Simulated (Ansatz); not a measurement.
Born–Oppenheimer molecular dynamics of a periodic cell of 17 atoms, Mg₈HO₈ (host MgO, host structure Fm-3m, interstitial H), cell charge +1. It starts from a relaxed structure.

These are results of Ansatz 0.2.0, DFT PBEsol, scalar-relativistic, plane waves, PAW, not measurements. Settings: accuracy low, cutoff 420 eV, k mesh 2x2x2, fermi-dirac smearing 0.02 eV, no spin polarisation.

```
ensemble        : NVT, Langevin thermostat
time step       : 0.5 fs
steps asked     : 300
set temperature : 1200 K
friction        : 0.005 /fs
seed            : 188881
```

Frames 5 fs apart, positions in Å, forces in eV/Å.

Velocities at 90.0 fs (Å/ps):

```
Mg -3.38 0.88 -0.98
O -7.78 0.28 3.13
Mg 6.12 -0.31 -2.04
O -0.08 -1.24 14.28
Mg -8.87 -12.29 -10.42
O -3.70 -7.99 3.94
Mg 0.89 -3.35 8.69
O -8.19 2.63 0.25
Mg -1.44 4.88 -1.21
O -8.29 -2.47 0.74
Mg 6.85 -5.12 -1.27
O 1.82 1.16 6.71
Mg 3.54 6.99 -7.47
O 2.97 -16.02 0.50
Mg 5.85 -2.94 1.86
O -6.68 -4.46 1.71
H 20.13 27.23 -7.83
```

```xyz
17
Lattice="0.0000 3.9830 3.9830 3.9830 0.0000 3.9830 3.9830 3.9830 0.0000" Properties=species:S:1:pos:R:3:forces:R:3 time_fs=90.0 energy_less_start_eV=1.342 T=797
Mg -0.132 -0.289 -0.103 0.81 0.48 1.79
O 2.161 1.903 2.086 -2.14 0.45 -1.30
Mg 1.913 1.968 0.030 1.18 -1.72 -0.35
O 4.007 3.921 1.892 -0.46 -0.42 0.45
Mg 1.998 -0.106 1.997 -0.29 0.60 -0.89
O 3.925 1.786 3.951 0.26 1.29 0.55
Mg 4.042 1.967 1.796 -0.37 1.13 -0.67
O 5.805 3.857 3.995 1.58 0.25 -0.39
Mg 0.140 1.862 2.002 -1.05 0.32 -0.93
O 1.927 3.943 3.989 -0.15 -0.46 -0.67
Mg 2.019 3.946 1.967 -0.03 -0.28 0.88
O 3.917 5.872 3.862 0.28 -0.74 0.66
Mg 1.941 1.842 4.005 0.06 1.11 -0.55
O 3.976 4.016 5.890 0.38 -1.34 1.50
Mg 3.898 3.935 3.931 -0.74 -0.35 -0.48
O 5.991 5.936 5.912 0.24 -0.53 0.91
H 4.088 5.132 7.217 0.44 0.21 -0.50
17
Lattice="0.0000 3.9830 3.9830 3.9830 0.0000 3.9830 3.9830 3.9830 0.0000" Properties=species:S:1:pos:R:3:forces:R:3 time_fs=95.0 energy_less_start_eV=1.276 T=902
Mg -0.140 -0.276 -0.109 0.42 0.76 1.56
O 2.105 1.892 2.095 -0.84 0.18 -2.03
Mg 1.946 1.960 0.014 0.97 -1.44 0.24
O 4.004 3.914 1.962 -0.77 -0.48 -0.30
Mg 1.949 -0.167 1.947 0.59 1.76 0.13
O 3.905 1.751 3.976 0.94 1.01 -0.53
Mg 4.044 1.958 1.835 -1.54 0.80 -1.99
O 5.786 3.865 3.994 2.33 -0.09 -0.49
Mg 0.128 1.886 1.996 -0.90 -0.16 -0.25
O 1.881 3.927 3.990 0.63 -0.18 -0.76
Mg 2.046 3.923 1.962 -0.51 -0.14 0.68
O 3.927 5.867 3.900 0.01 -0.57 0.36
Mg 1.966 1.887 3.962 -0.76 0.11 0.29
O 4.003 3.928 5.909 -0.39 -0.23 0.90
Mg 3.924 3.922 3.942 -1.17 0.09 -0.10
O 5.956 5.913 5.922 0.64 -0.79 0.68
H 4.250 5.217 7.181 0.36 -0.64 1.60
17
Lattice="0.0000 3.9830 3.9830 3.9830 0.0000 3.9830 3.9830 3.9830 0.0000" Properties=species:S:1:pos:R:3:forces:R:3 time_fs=100.0 energy_less_start_eV=1.275 T=902
Mg -0.148 -0.247 -0.111 -0.63 -0.38 1.53
O 2.040 1.868 2.074 0.33 0.08 -2.21
Mg 1.983 1.945 -0.006 1.35 -0.31 0.84
O 3.988 3.906 2.032 -0.71 -0.48 -1.12
Mg 1.909 -0.210 1.902 1.16 2.27 1.17
O 3.897 1.734 3.993 1.36 1.06 -0.65
Mg 4.024 1.957 1.858 -1.60 -0.81 -0.53
O 5.797 3.881 3.986 2.34 -0.47 -0.36
Mg 0.114 1.907 1.992 -1.03 -0.77 0.24
O 1.832 3.904 3.974 1.14 0.43 -0.57
Mg 2.068 3.893 1.972 -1.19 0.09 -0.03
O 3.937 5.864 3.933 -0.15 -0.36 0.18
Mg 1.981 1.934 3.927 -1.24 -1.11 0.76
O 4.026 3.838 5.952 -1.03 0.84 -0.41
Mg 3.937 3.915 3.952 -0.72 0.32 0.65
O 5.934 5.879 5.936 0.71 -0.65 0.44
H 4.500 5.182 7.385 -0.10 0.27 0.08
17
Lattice="0.0000 3.9830 3.9830 3.9830 0.0000 3.9830 3.9830 3.9830 0.0000" Properties=species:S:1:pos:R:3:forces:R:3 time_fs=105.0 energy_less_start_eV=1.678 T=710
Mg -0.158 -0.219 -0.092 -1.16 -0.72 0.79
O 1.977 1.843 2.037 1.23 0.04 -1.87
Mg 2.036 1.928 -0.025 1.65 1.15 0.86
O 3.954 3.907 2.082 0.04 -0.64 -1.76
Mg 1.883 -0.234 1.872 1.40 2.06 1.84
O 3.913 1.737 3.985 1.38 1.04 -0.55
Mg 3.988 1.959 1.878 -0.89 -1.80 0.60
O 5.838 3.893 3.965 1.51 -0.63 -0.18
Mg 0.087 1.915 1.991 -1.26 -1.30 0.34
O 1.804 3.893 3.941 1.25 0.98 0.11
Mg 2.087 3.869 1.969 -2.24 0.27 -0.55
O 3.926 5.870 3.966 0.34 -0.38 0.01
Mg 1.967 1.971 3.904 -0.99 -2.15 0.89
O 4.035 3.765 5.990 -1.42 1.95 -1.48
Mg 3.946 3.919 3.961 0.06 0.16 1.35
O 5.918 5.825 5.949 0.60 0.29 -0.03
H 4.691 5.152 7.659 -1.49 -0.31 -0.39
17
Lattice="0.0000 3.9830 3.9830 3.9830 0.0000 3.9830 3.9830 3.9830 0.0000" Properties=species:S:1:pos:R:3:forces:R:3 time_fs=110.0 energy_less_start_eV=1.691 T=715
Mg -0.180 -0.196 -0.062 -0.94 -1.71 0.20
O 1.932 1.816 1.976 1.66 0.26 -0.84
Mg 2.099 1.921 -0.040 -0.69 0.70 0.18
O 3.918 3.907 2.101 0.95 -0.86 -1.71
Mg 1.880 -0.235 1.861 1.13 1.41 1.83
O 3.953 1.753 3.973 -0.01 1.40 -0.27
Mg 3.958 1.947 1.908 -0.23 -1.84 0.81
O 5.903 3.890 3.931 -0.08 -0.37 0.06
Mg 0.055 1.906 1.997 -1.29 -1.46 0.23
O 1.791 3.891 3.911 1.12 0.84 0.67
Mg 2.087 3.852 1.946 -2.92 0.16 -0.42
O 3.913 5.876 4.000 1.44 -0.46 -0.25
Mg 1.941 1.984 3.889 -0.54 -2.43 0.76
O 4.010 3.729 5.999 -1.24 2.44 -1.54
Mg 3.953 3.922 3.989 0.58 -0.10 1.09
O 5.918 5.765 5.954 0.31 1.47 -0.46
H 4.667 5.065 7.810 0.75 0.54 -0.35
17
Lattice="0.0000 3.9830 3.9830 3.9830 0.0000 3.9830 3.9830 3.9830 0.0000" Properties=species:S:1:pos:R:3:forces:R:3 time_fs=115.0 energy_less_start_eV=1.532 T=789
Mg -0.214 -0.183 -0.023 1.48 -0.96 -0.32
O 1.916 1.798 1.909 1.26 0.50 0.16
Mg 2.142 1.907 -0.056 -1.12 0.68 -0.14
O 3.888 3.882 2.096 1.40 -0.55 -1.16
Mg 1.879 -0.213 1.883 0.83 0.71 0.95
O 3.988 1.792 3.964 -0.19 0.83 -0.11
Mg 3.940 1.928 1.949 0.10 -1.68 0.51
O 5.971 3.882 3.889 -2.32 -0.10 0.41
Mg 0.018 1.885 2.017 -0.93 -0.98 -0.12
O 1.788 3.880 3.875 0.93 0.89 1.18
Mg 2.060 3.836 1.908 -2.88 -0.05 0.11
O 3.925 5.881 4.033 1.78 -0.64 -0.61
Mg 1.908 1.973 3.879 0.02 -2.00 0.63
O 3.963 3.735 5.983 -0.75 1.93 -0.97
Mg 3.956 3.921 4.030 0.58 -0.36 0.15
O 5.925 5.727 5.940 0.14 2.08 -0.42
H 4.732 5.111 7.863 -0.33 -0.31 -0.22
17
Lattice="0.0000 3.9830 3.9830 3.9830 0.0000 3.9830 3.9830 3.9830 0.0000" Properties=species:S:1:pos:R:3:forces:R:3 time_fs=120.0 energy_less_start_eV=1.451 T=875
Mg -0.222 -0.180 0.010 3.00 -0.71 -0.28
O 1.924 1.793 1.852 0.41 0.69 1.04
Mg 2.168 1.898 -0.071 -0.92 0.38 -0.23
O 3.873 3.839 2.078 1.10 0.09 -0.65
Mg 1.881 -0.186 1.919 0.39 0.07 -0.18
O 4.022 1.839 3.953 -0.78 0.41 0.31
Mg 3.934 1.892 1.991 0.13 -1.08 -0.14
O 6.014 3.866 3.854 -3.70 0.22 0.82
Mg -0.016 1.849 2.032 -0.45 -0.18 -0.48
O 1.784 3.869 3.858 0.86 0.89 1.14
Mg 2.001 3.820 1.869 -1.86 -0.14 0.76
O 3.965 5.881 4.067 0.83 -0.82 -1.22
Mg 1.870 1.949 3.870 0.88 -1.28 0.56
O 3.904 3.782 5.957 0.02 0.61 -0.06
Mg 3.952 3.914 4.065 0.26 -0.48 -1.01
O 5.930 5.713 5.920 0.21 2.06 -0.21
H 4.740 5.144 7.836 -0.34 -0.73 -0.18
17
Lattice="0.0000 3.9830 3.9830 3.9830 0.0000 3.9830 3.9830 3.9830 0.0000" Properties=species:S:1:pos:R:3:forces:R:3 time_fs=125.0 energy_less_start_eV=1.577 T=828
Mg -0.203 -0.186 0.043 2.14 -1.25 0.10
O 1.932 1.795 1.801 -0.31 0.84 1.92
Mg 2.188 1.892 -0.082 -1.31 -0.17 -0.25
O 3.883 3.791 2.047 0.27 0.77 -0.10
Mg 1.895 -0.165 1.959 -0.37 -0.28 -1.19
O 4.041 1.887 3.954 -0.61 -1.00 0.35
Mg 3.923 1.846 2.027 0.10 0.17 -0.89
O 6.006 3.864 3.843 -2.88 0.29 1.20
Mg -0.041 1.809 2.036 -0.08 0.17 -0.69
O 1.792 3.874 3.862 0.56 0.68 0.51
Mg 1.917 3.806 1.830 -0.23 0.13 1.55
O 4.016 5.869 4.091 -0.81 -0.73 -1.77
Mg 1.839 1.923 3.864 2.06 -0.47 0.46
O 3.842 3.856 5.935 1.00 -0.84 1.11
Mg 3.958 3.900 4.097 -0.29 -0.42 -2.42
O 5.942 5.742 5.905 0.24 1.22 0.06
H 4.673 5.093 7.729 0.52 0.90 0.04
17
Lattice="0.0000 3.9830 3.9830 3.9830 0.0000 3.9830 3.9830 3.9830 0.0000" Properties=species:S:1:pos:R:3:forces:R:3 time_fs=130.0 energy_less_start_eV=2.005 T=679
Mg -0.161 -0.205 0.076 1.16 -0.52 -0.22
O 1.936 1.801 1.778 -0.71 1.01 2.27
Mg 2.190 1.884 -0.094 -0.35 -0.07 0.17
O 3.898 3.754 2.002 -0.35 1.18 0.61
Mg 1.909 -0.147 1.988 -1.01 -0.47 -1.99
O 4.048 1.928 3.966 -0.86 -1.37 0.18
Mg 3.910 1.807 2.047 -0.07 1.69 -1.68
O 5.964 3.864 3.833 -1.06 0.20 1.80
Mg -0.062 1.778 2.032 0.34 0.10 -0.66
O 1.799 3.886 3.878 0.74 0.36 -0.16
Mg 1.829 3.804 1.803 1.23 0.24 2.06
O 4.057 5.846 4.088 -2.36 -0.54 -1.81
Mg 1.828 1.899 3.854 2.95 0.21 0.41
O 3.802 3.918 5.921 1.69 -1.97 1.83
Mg 3.965 3.885 4.111 -0.92 -0.20 -3.37
O 5.962 5.792 5.906 -0.13 0.22 0.09
H 4.683 5.202 7.604 -0.27 -0.09 0.47
17
Lattice="0.0000 3.9830 3.9830 3.9830 0.0000 3.9830 3.9830 3.9830 0.0000" Properties=species:S:1:pos:R:3:forces:R:3 time_fs=135.0 energy_less_start_eV=2.253 T=699
Mg -0.110 -0.236 0.112 -0.01 -0.29 -1.20
O 1.926 1.809 1.782 -0.54 1.02 2.14
Mg 2.191 1.875 -0.104 -0.17 0.04 0.46
O 3.925 3.740 1.954 -0.90 1.04 1.61
Mg 1.915 -0.130 2.005 -1.05 -0.57 -2.08
O 4.043 1.954 4.005 -1.86 -0.91 0.05
Mg 3.901 1.779 2.052 -0.11 2.87 -2.12
O 5.898 3.862 3.851 0.71 0.06 1.69
Mg -0.080 1.750 2.021 0.55 0.15 -0.35
O 1.814 3.899 3.883 0.90 0.00 -0.40
Mg 1.754 3.800 1.797 2.25 0.33 2.23
O 4.064 5.816 4.043 -2.28 -0.26 -1.29
Mg 1.852 1.879 3.853 2.41 0.55 0.51
O 3.795 3.949 5.934 1.55 -2.61 1.67
Mg 3.959 3.866 4.098 -1.42 0.25 -3.18
O 5.965 5.843 5.907 -0.40 -0.57 0.06
H 4.641 5.288 7.587 0.38 -1.10 0.19
17
Lattice="0.0000 3.9830 3.9830 3.9830 0.0000 3.9830 3.9830 3.9830 0.0000" Properties=species:S:1:pos:R:3:forces:R:3 time_fs=140.0 energy_less_start_eV=1.951 T=876
Mg -0.067 -0.276 0.142 -1.09 -0.66 -2.14
O 1.914 1.840 1.816 -0.06 0.37 1.47
Mg 2.194 1.869 -0.117 -0.93 0.44 0.69
O 3.930 3.754 1.931 -0.94 0.46 2.23
Mg 1.915 -0.112 1.994 -0.52 -0.53 -1.10
O 4.012 1.966 4.045 -0.50 -2.82 -1.34
Mg 3.896 1.777 2.034 0.09 2.73 -1.76
O 5.844 3.853 3.890 1.70 0.04 0.76
Mg -0.085 1.719 2.013 0.49 0.59 -0.12
O 1.841 3.899 3.878 0.57 0.07 -0.14
Mg 1.695 3.799 1.818 3.13 0.39 1.76
O 4.037 5.773 3.976 -0.81 0.19 -0.28
Mg 1.901 1.865 3.866 0.88 0.24 0.59
O 3.826 3.937 5.977 0.24 -2.08 0.95
Mg 3.934 3.830 4.056 -1.22 0.95 -2.10
O 5.965 5.885 5.908 -0.68 -1.00 -0.10
H 4.606 5.216 7.641 -0.34 0.63 0.62
17
Lattice="0.0000 3.9830 3.9830 3.9830 0.0000 3.9830 3.9830 3.9830 0.0000" Properties=species:S:1:pos:R:3:forces:R:3 time_fs=145.0 energy_less_start_eV=1.795 T=980
Mg -0.037 -0.332 0.153 -1.42 -0.47 -2.73
O 1.899 1.884 1.868 0.50 -0.57 0.55
Mg 2.191 1.863 -0.127 -1.52 0.84 0.65
O 3.922 3.786 1.935 -0.69 -0.40 1.82
Mg 1.907 -0.093 1.968 0.24 -0.52 -0.02
O 3.969 1.945 4.066 -1.11 -1.15 -0.95
Mg 3.897 1.799 1.998 0.19 1.47 -1.08
O 5.818 3.844 3.940 1.88 -0.12 -0.24
Mg -0.076 1.693 2.011 0.06 1.41 -0.22
O 1.879 3.892 3.868 0.07 0.12 0.50
Mg 1.657 3.806 1.853 3.94 0.48 1.10
O 4.000 5.726 3.902 0.55 0.74 1.19
Mg 1.954 1.850 3.890 -0.47 -0.16 0.41
O 3.864 3.903 6.038 -1.62 -0.90 0.20
Mg 3.900 3.809 4.000 -0.47 0.97 -0.91
O 5.951 5.911 5.896 -0.74 -1.09 0.08
H 4.571 5.231 7.781 0.60 -0.64 -0.37
```

Of the whole run (150 fs, mean temperature of the second half 777 K): The mean temperature of the second half is 35 % below the set value. A run of 0.15 ps of so small a system gives no equilibrium averages. Limits of this set-up: coarse k mesh, low accuracy level, charged cell in a uniform background, uncorrected.

Run time: 4.4 min on 1 thread of AMD EPYC 9R45 96-Core Processor (Zen 5) (shared host), peak memory 0.52 GiB.
